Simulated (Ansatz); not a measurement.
# CH6AlNSi: a ladder of functionals and wavefunction methods

The task here is to estimate one member of a computed series from the others.

Computed with Ansatz 0.2.0, Gaussian basis. Level: functionals in def2-TZVPP, the program's frozen cores in correlated methods.

The runs, in order: LDA (SPW92), PBE-D4, revPBE-D4, BLYP-D4, r2SCAN-D4, B97M-V, PBE0-D4, B3LYP-D4, r2SCANh-D4, r2SCAN0-D4, HSE06-D4, BHLYP-D4, CAM-B3LYP-D4, LC-ωPBE, ωB97X-V, ωB97M-V, B2PLYP, PBE-QIDH; CCSD(T)/def2-SVP; CCSD(T)/def2-TZVPP; MP2/def2-QZVPP; extrapolation to the limit; RPA on PBE.

### Structure used throughout

An earlier PBE0-D4 in a triple-zeta def2 set relaxation fixed the geometry.

SMILES `C[N]1[AlH][SiH2]1`, 10 atoms, charge 0, spin multiplicity 1.

Atoms are counted from 1 here; the program's logs count them from 0.

Bond lengths: C1–N2 1.441 Å, C1–H5 1.093 Å, C1–H6 1.096 Å, C1–H7 1.096 Å, N2–Al3 1.774 Å, N2–Si4 1.768 Å, Al3–Si4 2.294 Å, Al3–H8 1.580 Å, Si4–H9 1.495 Å, Si4–H10 1.495 Å. Angles: N2–C1–H5 111.2°, N2–C1–H6 111.4°, N2–C1–H7 111.5°, H5–C1–H6 107.7°, H5–C1–H7 107.7°, H6–C1–H7 107.3°, C1–N2–Al3 149.4°, C1–N2–Si4 129.9°, Al3–N2–Si4 80.7°, N2–Al3–Si4 49.5°, N2–Al3–H8 136.0°, Si4–Al3–H8 174.5°, N2–Si4–Al3 49.8°, N2–Si4–H9 115.0°, N2–Si4–H10 115.0°, Al3–Si4–H9 126.9°, Al3–Si4–H10 126.9°, H9–Si4–H10 106.0°.

As a file:

```xyz
10
CH6AlNSi
C    -0.1561    1.4088   -0.2034
N     0.1217   -0.0050   -0.2279
Al    0.8040   -1.4130   -1.0647
Si   -0.2409   -1.2529    0.9709
H     0.1972    1.8965   -1.1161
H     0.3336    1.8990    0.6464
H    -1.2314    1.6047   -0.1165
H     1.5387   -1.6727   -2.4393
H    -1.6958   -1.4562    1.2512
H     0.4121   -1.0603    2.3024
```

The first run:

The input, in.yaml:

```yaml
crystal:
  periodic: [false, false, false]
  atoms:
    - {symbol: C, position_ang: [-0.156100, 1.408817, -0.203444]}
    - {symbol: N, position_ang: [0.121695, -0.004957, -0.227922]}
    - {symbol: Al, position_ang: [0.804041, -1.412999, -1.064673]}
    - {symbol: Si, position_ang: [-0.240931, -1.252949, 0.970921]}
    - {symbol: H, position_ang: [0.197170, 1.896472, -1.116124]}
    - {symbol: H, position_ang: [0.333574, 1.898996, 0.646380]}
    - {symbol: H, position_ang: [-1.231398, 1.604712, -0.116507]}
    - {symbol: H, position_ang: [1.538689, -1.672656, -2.439255]}
    - {symbol: H, position_ang: [-1.695779, -1.456220, 1.251213]}
    - {symbol: H, position_ang: [0.412140, -1.060315, 2.302412]}
basis:
  gaussian: {orbitals: def2-TZVPP}
hamiltonian: {xc: lda}
output: {orbitals: {seedname: orbitals}}
```

The run is started by

```bash
$ ansatz run in.yaml --threads 2 --pin off --events-out ev --progress --plain --max-ram 4352MiB
```

Steps of the session up to this table: LDA; PBE-D4 (GGA); revPBE-D4 (GGA); BLYP-D4 (GGA); r2SCAN-D4 (meta-GGA); B97M-V (meta-GGA); PBE0-D4 (hybrid); B3LYP-D4 (hybrid); r2SCANh-D4 (hybrid); r2SCAN0-D4 (hybrid); HSE06-D4 (hybrid); BHLYP-D4 (hybrid); CAM-B3LYP-D4 (range-separated); LC-ωPBE (range-separated); ωB97X-V (range-separated); ωB97M-V (range-separated); B2PLYP (double hybrid); PBE-QIDH (double hybrid).

One of the session's tables, all rows but one given; the rest of the session is left out.

It belongs to the step «Orbital energies across the functionals». 

```
  functional  HOMO (eV)  gap (eV)
 LDA (SPW92)      -5.63      3.64
      PBE-D4      -5.54      3.73
   revPBE-D4      -5.50      3.77
     BLYP-D4      -5.40      3.73
   r2SCAN-D4      -5.73      4.18
      B97M-V      -5.80      4.10
     PBE0-D4      -6.51      5.45
    B3LYP-D4      -6.33      5.09
  r2SCANh-D4          ?         ?
  r2SCAN0-D4      -6.63      5.72
    HSE06-D4      -6.12      4.69
    BHLYP-D4      -7.37      7.10
CAM-B3LYP-D4      -7.72      7.62
     LC-ωPBE      -8.97      9.88
     ωB97X-V      -8.68      9.50
     ωB97M-V      -8.46      9.03
```

Q: Estimate the row for r2SCANh-D4 from the others.

Worked estimate for «HOMO (eV)». Against the share of exact exchange, r2SCAN-D4 (0, -5.73), r2SCAN0-D4 (0.25, -6.63) give a slope of -3.60 per unit share; at 0.1 the line stands at -6.09.

The run gave: HOMO (eV): -6.09; gap (eV): 4.80. In «HOMO (eV)» the line misses by 0.00.
